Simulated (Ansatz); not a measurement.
# Li2PN2: a short molecular-dynamics run

What does Li2PN2 do over 20 steps of 1 fs at constant energy, with velocities drawn for 100 K? The cell is a randomly packed cell of 5 atoms, taken as it stands, without a relaxation.

Program: Ansatz 0.2.0. Level of theory: DFT PBE, plane waves, PAW, scalar-relativistic, no spin polarisation. These are calculated values, not measurements.

**1. The starting structure**

The cell holds 5 atoms (Li2N2P): a = 4.476 Å, b = 4.588 Å, c = 4.275 Å, α = 84.43°, β = 106.30°, γ = 111.95°.

Coordinates:

```cif
data_structure
_symmetry_space_group_name_H-M 'P 1'
_symmetry_Int_Tables_number 1
_cell_length_a 4.4758
_cell_length_b 4.5875
_cell_length_c 4.2748
_cell_angle_alpha 84.431
_cell_angle_beta 106.300
_cell_angle_gamma 111.948
_cell_volume 78.14
loop_
_atom_site_label
_atom_site_type_symbol
_atom_site_fract_x
_atom_site_fract_y
_atom_site_fract_z
_atom_site_occupancy
N1 N 0.27109 0.61332 0.69002 1
N2 N 0.19073 0.50985 0.14658 1
P1 P 0.75364 0.66843 0.16553 1
Li1 Li 0.50308 0.06649 0.35807 1
Li2 Li 0.08754 0.04091 0.74857 1
```

**2. Dynamics**

The input, input.yaml:

```yaml
crystal:
  lattice:
    - [4.32064, -1.067957, -0.473515]
    - [-0.65871, 4.539772, -0.042399]
    - [-0.693822, 0.357821, 4.202882]
  atoms:
    - { symbol: "N", position: [0.271091, 0.613324, 0.690022] }
    - { symbol: "N", position: [0.190734, 0.509846, 0.146582] }
    - { symbol: P, position: [0.753635, 0.668428, 0.165533] }
    - { symbol: Li, position: [0.503083, 0.066494, 0.358072] }
    - { symbol: Li, position: [0.087537, 0.040908, 0.74857] }
kpoints:
  mp_grid: { grid: [4, 4, 4] }
magnetization:
  spin_polarized: false
scf:
  occupations: { method: fermi_dirac, width: 0.1 }
hamiltonian:
  pseudopotentials: { kind: paw }
  xc: pbe
basis:
  ecutwfc: 420
md:
  timestep: 1.0
  n_steps: 20
  ensemble: nve
  temperature: 100.0
  initial_velocities: maxwell_boltzmann
  seed: 825641
```

The run is started by

```sh
> ansatz run input.yaml --threads 2 --pin off --max-ram 2560MiB --backend cpu --events-out ev --progress --plain --runs-dir out
```

What does the calculation give? Wanted: temperature, first and last step; temperature, second half; potential energy, second half; largest change of the total energy; mean square displacement, second half.

As calculated:

| quantity | value |
| --- | --- |
| length | 20 steps of 1 fs |
| temperature, first and last step | 100 and 6018 K |
| temperature, second half | mean 3614 K, from 1350 to 6018 K |
| potential energy, second half | -364 meV/atom from the start |
| largest change of the total energy | 5.22 meV/atom |
| mean square displacement, second half | N 0.076, P 0.008, Li 0.006 Å² |

What this shows: The temperature starts at 100 K and averages 3614 K in the second half, where it still rises, from 1350 to 6018 K; the start was no minimum (force components up to 2.3 eV/Å), and the potential energy that it sheds (364 meV/atom) turns into motion. The total energy strays from its start by at most 5.22 meV/atom, 2.4 % of the mean kinetic energy, fair for a step of 1 fs. Bonds change: the first event comes at 16.0 fs (N1–N2 forms). Over the second half N atoms stand 0.3 Å (root mean square) from where they began, and the farthest move is 0.5 Å. 20 fs on 5 atoms is far too short and small for converged averages.
